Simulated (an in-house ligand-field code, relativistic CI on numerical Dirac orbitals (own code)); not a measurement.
**d3 in a ligand field: terms for several parameter sets**

Aim: the terms of a d3 shell from Racah B and C and the field, by exact diagonalisation.

The numbers are computed with an in-house ligand-field code version 1 (parametric ligand-field model of a d^n configuration (Racah B and C, spin-orbit zeta, crystal field), exact diagonalisation), except any that are marked as measured or tabulated.

### Step 1. Starting point

- shell: d3
- set 1 (cm⁻¹): B = 1140, C = 4410, Td, 10Dq = -5800
- set 2 (cm⁻¹): B = 740, C = 2650, Oh, 10Dq = 38100
- set 3 (cm⁻¹): B = 990, C = 3930, Oh, 10Dq = 23300
- set 4 (cm⁻¹): B = 1140, C = 5350, Oh, 10Dq = 23350
- set 5 (cm⁻¹): B = 380, C = 1630, Td, 10Dq = -6800
- set 6 (cm⁻¹): B = 430, C = 1680, Td, 10Dq = -4800
- set 7 (cm⁻¹): B = 830, C = 3890, Oh, 10Dq = 30150
- set 8 (cm⁻¹): B = 1050, C = 4390, Oh, 10Dq = 11400

### Step 2. Set 1

Settings of the run:

```ini
n = 3
racah_B = 1140  # cm-1
racah_C = 4410  # cm-1
zeta = 0  # cm-1
symmetry = Td
field = {"10Dq": -5800}  # cm-1
```

### Step 3. Set 2

Settings of the run:

```ini
n = 3
racah_B = 740  # cm-1
racah_C = 2650  # cm-1
zeta = 0  # cm-1
symmetry = Oh
field = {"10Dq": 38100}  # cm-1
```

### Step 4. Set 3

Settings of the run:

```ini
n = 3
racah_B = 990  # cm-1
racah_C = 3930  # cm-1
zeta = 0  # cm-1
symmetry = Oh
field = {"10Dq": 23300}  # cm-1
```

### Step 5. Set 4

Settings of the run:

```ini
n = 3
racah_B = 1140  # cm-1
racah_C = 5350  # cm-1
zeta = 0  # cm-1
symmetry = Oh
field = {"10Dq": 23350}  # cm-1
```

### Step 6. Set 5

Settings of the run:

```ini
n = 3
racah_B = 380  # cm-1
racah_C = 1630  # cm-1
zeta = 0  # cm-1
symmetry = Td
field = {"10Dq": -6800}  # cm-1
```

### Step 7. Set 6

Settings of the run:

```ini
n = 3
racah_B = 430  # cm-1
racah_C = 1680  # cm-1
zeta = 0  # cm-1
symmetry = Td
field = {"10Dq": -4800}  # cm-1
```

### Step 8. Set 7

Settings of the run:

```ini
n = 3
racah_B = 830  # cm-1
racah_C = 3890  # cm-1
zeta = 0  # cm-1
symmetry = Oh
field = {"10Dq": 30150}  # cm-1
```

### Step 9. Set 8

Settings of the run:

```ini
n = 3
racah_B = 1050  # cm-1
racah_C = 4390  # cm-1
zeta = 0  # cm-1
symmetry = Oh
field = {"10Dq": 11400}  # cm-1
```

(Steps that only read results are left out.)

**Question.** What will these runs give? Wanted: lowest terms; sets at their largest spin, of those that allow S over 1.

**Answer**, as computed:

| set | 10Dq/B (size) | lowest | S | electrons in z² and x²-y² | first level of the same spin (cm⁻¹) |
| --- | --- | --- | --- | --- | --- |
| 1: Td | 5.1 | 4T1 | 1.50 | 1.88 | 4T2 4898 |
| 2: Oh | 51.5 | 4A2 | 1.50 | 0.00 | 4T2 38100 |
| 3: Oh | 23.5 | 4A2 | 1.50 | 0.00 | 4T2 23300 |
| 4: Oh | 20.5 | 4A2 | 1.50 | 0.00 | 4T2 23350 |
| 5: Td | 17.9 | 4T1 | 1.50 | 1.96 | 4T2 6146 |
| 6: Td | 11.2 | 4T1 | 1.50 | 1.93 | 4T2 4220 |
| 7: Oh | 36.3 | 4A2 | 1.50 | 0.00 | 4T2 30150 |
| 8: Oh | 10.9 | 4A2 | 1.50 | 0.00 | 4T2 11400 |

| quantity | value |
| --- | --- |
| lowest terms | 1: 4T1, 2: 4A2, 3: 4A2, 4: 4A2, 5: 4T1, 6: 4T1, 7: 4A2, 8: 4A2 |
| sets at their largest spin, of those that allow S over 1 | 1, 2, 3, 4, 5, 6, 7, 8 |

**Reading.** 8 of 8 sets have the highest spin that their shell allows, S = 3/2. A negative 10Dq stands for a tetrahedral field. B, C and the field are free parameters here, not those of a compound.
